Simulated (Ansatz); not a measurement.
**H₃NS₂Si: up Jacob's ladder to CCSD(T)**

One table from this session's results is given with a row withheld; the runs are named, their logs left out.

Program: Ansatz 0.2.0, Gaussian basis. Level of theory: functionals in def2-TZVPP, the program's frozen cores in correlated methods. These are calculated values, not measurements.

The runs, in order: LDA (SPW92), PBE-D4, revPBE-D4, BLYP-D4, r2SCAN-D4, B97M-V, PBE0-D4, B3LYP-D4, r2SCANh-D4, r2SCAN0-D4, HSE06-D4, BHLYP-D4, CAM-B3LYP-D4, LC-ωPBE, ωB97X-V, ωB97M-V, B2PLYP, PBE-QIDH; CCSD(T)/def2-SVP; CCSD(T)/def2-TZVPP; MP2/def2-QZVPP; extrapolation to the limit; RPA on PBE.

**The relaxed structure**

All runs share one geometry, relaxed beforehand with PBE0-D4 in a triple-zeta def2 set.

SMILES `N[SiH]1SS1`, 7 atoms, charge 0, spin multiplicity 1.

Atoms are counted from 1 here; the program's logs count them from 0.

Bond lengths: N1–Si2 1.684 Å, N1–H5 1.005 Å, N1–H6 1.005 Å, Si2–S3 2.096 Å, Si2–S4 2.096 Å, Si2–H7 1.474 Å, S3–S4 2.168 Å. Angles: Si2–N1–H5 122.1°, Si2–N1–H6 123.9°, H5–N1–H6 114.0°, N1–Si2–S3 122.0°, N1–Si2–S4 121.9°, N1–Si2–H7 108.1°, S3–Si2–S4 62.3°, S3–Si2–H7 118.4°, S4–Si2–H7 118.4°, Si2–S3–S4 58.9°, Si2–S4–S3 58.9°.

The first run:

Input file in.yaml:

```yaml
crystal:
  periodic: [false, false, false]
  atoms:
    - {symbol: N, position_ang: [-0.795824, 0.856440, -0.239505]}
    - {symbol: Si, position_ang: [0.511309, -0.187826, -0.047383]}
    - {symbol: S, position_ang: [0.789086, -1.309123, 1.701399]}
    - {symbol: S, position_ang: [0.296139, -2.268268, -0.178829]}
    - {symbol: H, position_ang: [-0.707830, 1.740832, -0.708623]}
    - {symbol: H, position_ang: [-1.722010, 0.664141, 0.101149]}
    - {symbol: H, position_ang: [1.690329, 0.435903, -0.674009]}
basis:
  gaussian: {orbitals: def2-TZVPP}
hamiltonian: {xc: lda}
output: {orbitals: {seedname: orbitals}}
```

Launch:

```bash
ansatz run in.yaml --threads 2 --pin off --events-out ev --progress --plain --max-ram 4352MiB
```

Steps of the session up to this table: LDA; PBE-D4 (GGA); revPBE-D4 (GGA); BLYP-D4 (GGA); r2SCAN-D4 (meta-GGA); B97M-V (meta-GGA); PBE0-D4 (hybrid); B3LYP-D4 (hybrid); r2SCANh-D4 (hybrid); r2SCAN0-D4 (hybrid); HSE06-D4 (hybrid); BHLYP-D4 (hybrid); CAM-B3LYP-D4 (range-separated); LC-ωPBE (range-separated); ωB97X-V (range-separated); ωB97M-V (range-separated); B2PLYP (double hybrid); PBE-QIDH (double hybrid).

One table of the session follows, with a row left open; its other results are not shown here.

It belongs to the step «Orbital energies across the functionals». 

| functional | HOMO (eV) | LUMO (eV) | gap (eV) |
| --- | --- | --- | --- |
| LDA (SPW92) | -5.09 | -2.65 | 2.44 |
| PBE-D4 | -4.97 | -2.45 | 2.52 |
| revPBE-D4 | -4.92 | -2.37 | 2.55 |
| BLYP-D4 | -4.79 | -2.30 | 2.49 |
| r2SCAN-D4 | ? | ? | ? |
| B97M-V | -5.30 | -2.21 | 3.08 |
| PBE0-D4 | -6.15 | -1.49 | 4.66 |
| B3LYP-D4 | -5.90 | -1.71 | 4.19 |
| r2SCANh-D4 | -5.64 | -1.96 | 3.68 |
| r2SCAN0-D4 | -6.30 | -1.42 | 4.87 |
| HSE06-D4 | -5.75 | -1.87 | 3.88 |
| BHLYP-D4 | -7.17 | -0.43 | 6.74 |
| CAM-B3LYP-D4 | -7.42 | -0.35 | 7.07 |
| LC-ωPBE | -8.81 | 0.82 | 9.63 |
| ωB97X-V | -8.45 | 0.72 | 9.17 |
| ωB97M-V | -8.27 | 0.61 | 8.88 |

**Question.** Estimate the row for r2SCAN-D4.

Worked estimate for «HOMO (eV)». Against the share of exact exchange, r2SCANh-D4 (0.1, -5.64), r2SCAN0-D4 (0.25, -6.30) give a slope of -4.40 per unit share; at 0 the line stands at -5.20.

**Answer.** HOMO (eV): -5.21; LUMO (eV): -2.32; gap (eV): 2.89. In «HOMO (eV)» the line misses by +0.01.
